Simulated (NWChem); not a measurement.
**CH3BF3Ge+ (SMILES [CH3][Ge+]([F])[B](F)F): wB97X-D3/6-31G**

Aim: the vertical electron affinity of CH3BF3Ge+ at wB97X-D3/6-31G, from 2 runs. 

The results are computed with NWChem 7.3.0.

## (1) The molecule

CH3BF3Ge+: 9 atoms, total charge +1, spin state singlet. SMILES: `[CH3][Ge+]([F])[B](F)F`. Geometry: a GFN2-xTB relaxation, a rough one for these elements and not checked as a minimum.

Bond lengths: C1–Ge2 2.003 Å, Ge2–F3 1.729 Å, Ge2–B4 2.228 Å, B4–F5 1.274 Å, B4–F6 1.276 Å, C1–H7 1.092 Å, C1–H8 1.097 Å, C1–H9 1.097 Å. Some angles: C1–Ge2–F3 103.8°, C1–Ge2–B4 154.9°, F3–Ge2–B4 101.3°, Ge2–B4–F5 115.3°, Ge2–B4–F6 119.5°, F5–B4–F6 125.2°, Ge2–C1–H7 111.8°, Ge2–C1–H8 107.1°, Ge2–C1–H9 107.2°, H7–C1–H8 110.9°.

## (2) Energy and one-electron properties at wB97X-D3/6-31G

ch3bf3ge.nw

```
start ch3bf3ge
title "CH3BF3Ge wB97X-D3"
memory 2900 mb
charge 1

geometry noautosym nocenter noautoz
   C       -1.827570      -0.232630      -0.019740
   Ge       0.127990       0.202360      -0.000590
   F        0.165210       1.931220      -0.020140
   B        2.303130      -0.280720       0.029180
   F        3.084040       0.724700       0.087070
   F        2.676590      -1.500590      -0.012720
   H       -2.003290      -1.308940      -0.075000
   H       -2.263930       0.280640      -0.885140
   H       -2.262170       0.183950       0.897070
end

basis spherical bse
   * library 6-31G
end

dft
   xc wb97x-d3
   grid coarse
   convergence energy 1e-05
   iterations 150
   print medium
end

property
   esp
   mulliken
   efieldgrad
   octupole
   dipole
   moldenfile
   molden_norm janpa
end

task dft property
```

Run with:

```sh
nwchem ch3bf3ge.nw > ch3bf3ge.out
```

Log:

```text
Northwest Computational Chemistry Package (NWChem) 7.3.0
             --------------------------------------------------------

           Job information
           ---------------

    nwchem branch   = 7.3.0
    use scalapack   = T
    input           = ch3bf3ge.nw
    prefix          = ch3bf3ge.
    data base       = ./ch3bf3ge.db
    status          = startup
    nproc           =        1

           Memory information
           ------------------

    heap     =     95027196 doubles =      725.0 Mbytes
    stack    =     95027201 doubles =      725.0 Mbytes
    global   =    190054400 doubles =     1450.0 Mbytes (distinct from heap & stack)
    total    =    380108797 doubles =     2900.0 Mbytes
    verify   = yes
    hardfail = no

           Directory information
           ---------------------

  0 permanent = .
  0 scratch   = .

                                NWChem Input Module
                                -------------------

                                 CH3BF3Ge wB97X-D3
                                 -----------------

 Scaling coordinates for geometry "geometry" by  1.889725989
 (inverse scale =  0.529177249)

                             Geometry "geometry" -> ""
                             -------------------------

 Output coordinates in angstroms (scale by  1.889725989 to convert to a.u.)

  No.       Tag          Charge          X              Y              Z
 ---- ---------------- ---------- -------------- -------------- --------------
    1 C                    6.0000    -1.82757000    -0.23263000    -0.01974000
    2 Ge                  32.0000     0.12799000     0.20236000    -0.00059000
    3 F                    9.0000     0.16521000     1.93122000    -0.02014000
[... 5 lines of this table left out ...]
    9 H                    1.0000    -2.26217000     0.18395000     0.89707000

      Atomic Mass
      -----------

      C                 12.000000
      Ge                73.921900
      F                 18.998400
      B                 11.009310
      H                  1.007825

 Effective nuclear repulsion energy (a.u.)     431.1160896785

            Nuclear Dipole moment (a.u.)
            ----------------------------
        X                 Y               Z
 ---------------- ---------------- ----------------
    97.2246635645    25.0006212947     0.8190072435

            XYZ format geometry
            -------------------
     9
 geometry
 C                    -1.82757000    -0.23263000    -0.01974000
 Ge                    0.12799000     0.20236000    -0.00059000
 F                     0.16521000     1.93122000    -0.02014000
[... 5 lines of this table left out ...]
 H                    -2.26217000     0.18395000     0.89707000

 ==============================================================================
                                internuclear distances
 ------------------------------------------------------------------------------
       center one      |      center two      | atomic units |  angstroms
 ------------------------------------------------------------------------------
    2 Ge               |   1 C                |     3.78596  |     2.00345
    3 F                |   2 Ge               |     3.26804  |     1.72937
    4 B                |   2 Ge               |     4.21095  |     2.22834
[... 4 lines of this table left out ...]
    9 H                |   1 C                |     2.07264  |     1.09679
 ------------------------------------------------------------------------------
                         number of included internuclear distances:          8
 ==============================================================================

 ==============================================================================
                                 internuclear angles
 ------------------------------------------------------------------------------
        center 1       |       center 2       |       center 3       |  degrees
 ------------------------------------------------------------------------------
    2 Ge               |   1 C                |   7 H                |   111.81
    2 Ge               |   1 C                |   8 H                |   107.12
    2 Ge               |   1 C                |   9 H                |   107.24
    7 H                |   1 C                |   8 H                |   110.94
    7 H                |   1 C                |   9 H                |   110.67
    8 H                |   1 C                |   9 H                |   108.92
    1 C                |   2 Ge               |   3 F                |   103.77
    1 C                |   2 Ge               |   4 B                |   154.94
    3 F                |   2 Ge               |   4 B                |   101.30
    2 Ge               |   4 B                |   5 F                |   115.32
    2 Ge               |   4 B                |   6 F                |   119.49
    5 F                |   4 B                |   6 F                |   125.18
 ------------------------------------------------------------------------------
                            number of included internuclear angles:         12
 ==============================================================================

 Summary of "ao basis" -> "" (spherical)
 ------------------------------------------------------------------------------
       Tag                 Description            Shells   Functions and Types
 ---------------- ------------------------------  ------  ---------------------
 *                           6-31G                    on all atoms

[... 6 lines left out ...]
  convergence criterion.
[... 33 lines left out ...]
  convergence criterion.
[... 16 lines left out ...]
          Convergence on energy requested:  1.00D-07
          Convergence on density requested:  1.00D-05
          Convergence on gradient requested:  5.00D-04
[... 29 lines left out ...]
          Spatial weights used:  Erf1
[... 1 line left out ...]
          Convergence Information
[... 1 line left out ...]
          Convergence aids based upon iterative change in
          total energy or number of iterations.
[... 55 lines left out ...]
   convergence    iter        energy       DeltaE   RMS-Dens  Diis-err    time
[... 12 lines left out ...]
         Total DFT energy =    -2440.653808035452
      One electron energy =    -4240.728198561300
           Coulomb energy =     1489.824780680116
    Exchange-Corr. energy =     -120.865234255606
 Nuclear repulsion energy =      431.116089678518
[... 7 lines left out ...]
                       DFT Final Molecular Orbital Analysis
[... 566 lines left out ...]
          Dipole Moment
[... 6 lines left out ...]
   Dipole moment        1.8282338924 A.U.
[... 3 lines left out ...]
   -EFC- dipole         0.0000000000 A.U.
   Total dipole         1.8282338924 A.U.
[... 1 line left out ...]
   Dipole moment        4.6469421627 Debye(s)
[... 3 lines left out ...]
   -EFC- dipole         0.0000000000 DEBYE(S)
   Total dipole         4.6469421627 DEBYE(S)
[... 168 lines left out ...]
       -0.011954       0.999611       0.025216
        0.012047      -0.025072       0.999613
        0.999856       0.012253      -0.011743

 ------------------------------------------------------------
   Atom      X         Y         Z
 ------------------------------------------------------------
    3 F    0.31220   3.64948  -0.03806
 ------------------------------------------------------------

 Electric field gradient in molecular frame (a.u.)
         XX             YY             ZZ             XY             XZ             YZ
 ------------------------------------------------------------------------------------------
        1.321685      -1.496337       0.174652      -0.038698       0.018312       0.018512

 Principal components (a.u.) and orientation
 of principal axis w.r.t. absolute frame                      Asymmetry parameter eta
 --------------------------------------------------------------------------------------
       -1.497079       1.322501       0.174578                       0.766775

        0.013799       0.999783      -0.015575
        0.999842      -0.013622       0.011437
       -0.011223       0.015730       0.999813

 ------------------------------------------------------------
   Atom      X         Y         Z
 ------------------------------------------------------------
    4 B    4.35228  -0.53048   0.05514
 ------------------------------------------------------------

 Electric field gradient in molecular frame (a.u.)
         XX             YY             ZZ             XY             XZ             YZ
 ------------------------------------------------------------------------------------------
        0.103434       0.093627      -0.197062      -0.002583       0.006324       0.011763

 Principal components (a.u.) and orientation
 of principal axis w.r.t. absolute frame                      Asymmetry parameter eta
 --------------------------------------------------------------------------------------
       -0.197674       0.104111       0.093563                       0.053364

       -0.021328       0.973853       0.226175
       -0.040529      -0.226883       0.973078
        0.998951       0.011587       0.044308

 ------------------------------------------------------------
   Atom      X         Y         Z
 ------------------------------------------------------------
    5 F    5.82799   1.36948   0.16454
 ------------------------------------------------------------

 Electric field gradient in molecular frame (a.u.)
         XX             YY             ZZ             XY             XZ             YZ
 ------------------------------------------------------------------------------------------
        0.142723      -0.238016       0.095293      -1.203157      -0.047790      -0.040637

 Principal components (a.u.) and orientation
 of principal axis w.r.t. absolute frame                      Asymmetry parameter eta
 --------------------------------------------------------------------------------------
       -1.268584       1.170571       0.098014                       0.845475

        0.648979       0.760476      -0.022425
        0.759452      -0.649300      -0.040511
        0.045368      -0.009260       0.998927

 ------------------------------------------------------------
   Atom      X         Y         Z
 ------------------------------------------------------------
    6 F    5.05802  -2.83570  -0.02404
 ------------------------------------------------------------

 Electric field gradient in molecular frame (a.u.)
         XX             YY             ZZ             XY             XZ             YZ
 ------------------------------------------------------------------------------------------
        0.928374      -1.022762       0.094388       0.749898       0.045721      -0.029108

 Principal components (a.u.) and orientation
 of principal axis w.r.t. absolute frame                      Asymmetry parameter eta
 --------------------------------------------------------------------------------------
       -1.278975       1.184342       0.094633                       0.852017

       -0.322091       0.946507      -0.019567
        0.946208       0.321180      -0.039156
        0.030777       0.031126       0.999041

 ------------------------------------------------------------
   Atom      X         Y         Z
 ------------------------------------------------------------
    7 H   -3.78567  -2.47354  -0.14173
 ------------------------------------------------------------

 Electric field gradient in molecular frame (a.u.)
         XX             YY             ZZ             XY             XZ             YZ
 ------------------------------------------------------------------------------------------
        0.134143      -0.296006       0.161863      -0.070471      -0.003534      -0.023583

 Principal components (a.u.) and orientation
 of principal axis w.r.t. absolute frame                      Asymmetry parameter eta
 --------------------------------------------------------------------------------------
       -0.308466       0.163075       0.145391                       0.057326

        0.157430       0.004763       0.987519
        0.986231      -0.052032      -0.156974
        0.050635       0.998634      -0.012889

 ------------------------------------------------------------
   Atom      X         Y         Z
 ------------------------------------------------------------
    8 H   -4.27821   0.53033  -1.67267
 ------------------------------------------------------------

 Electric field gradient in molecular frame (a.u.)
         XX             YY             ZZ             XY             XZ             YZ
 ------------------------------------------------------------------------------------------
        0.071474       0.058796      -0.130270       0.079441      -0.139377       0.173116

 Principal components (a.u.) and orientation
 of principal axis w.r.t. absolute frame                      Asymmetry parameter eta
 --------------------------------------------------------------------------------------
       -0.301896       0.161819       0.140077                       0.072017

        0.394738      -0.110339       0.912144
       -0.466773       0.831024       0.302526
        0.791394       0.545183      -0.276534

 ------------------------------------------------------------
   Atom      X         Y         Z
 ------------------------------------------------------------
    9 H   -4.27488   0.34762   1.69522
 ------------------------------------------------------------

 Electric field gradient in molecular frame (a.u.)
         XX             YY             ZZ             XY             XZ             YZ
 ------------------------------------------------------------------------------------------
        0.071905       0.093918      -0.165824       0.063459       0.147018      -0.149178

 Principal components (a.u.) and orientation
 of principal axis w.r.t. absolute frame                      Asymmetry parameter eta
 --------------------------------------------------------------------------------------
       -0.302251       0.162228       0.140023                       0.073466

       -0.393409      -0.122540       0.911160
        0.378505       0.881598       0.281990
        0.837833      -0.455816       0.300447

  int_init: cando_txs set to always be  F
 MOLDEN output will be written to the file ./ch3bf3ge.molden
  do_norm_janpa  T
  do_norm_nwchem  F
  molden scftype: RHF                  spinref:                     1

 Task  times  cpu:       46.1s     wall:       46.1s
 Total times  cpu:       46.1s     wall:       46.1s
```

It took 47 s on 1 thread of Intel Xeon Platinum 8488C (Sapphire Rapids), shared host; peak memory 0.12 GiB.

Atomic charges (e):

```
atom  Mulliken
  C1    -0.757
 Ge2    +1.022
  F3    -0.370
  B4    +0.618
  F5    -0.189
  F6    -0.195
  H7    +0.278
  H8    +0.297
  H9    +0.295
```

(Part 1 of 2 ends here.)
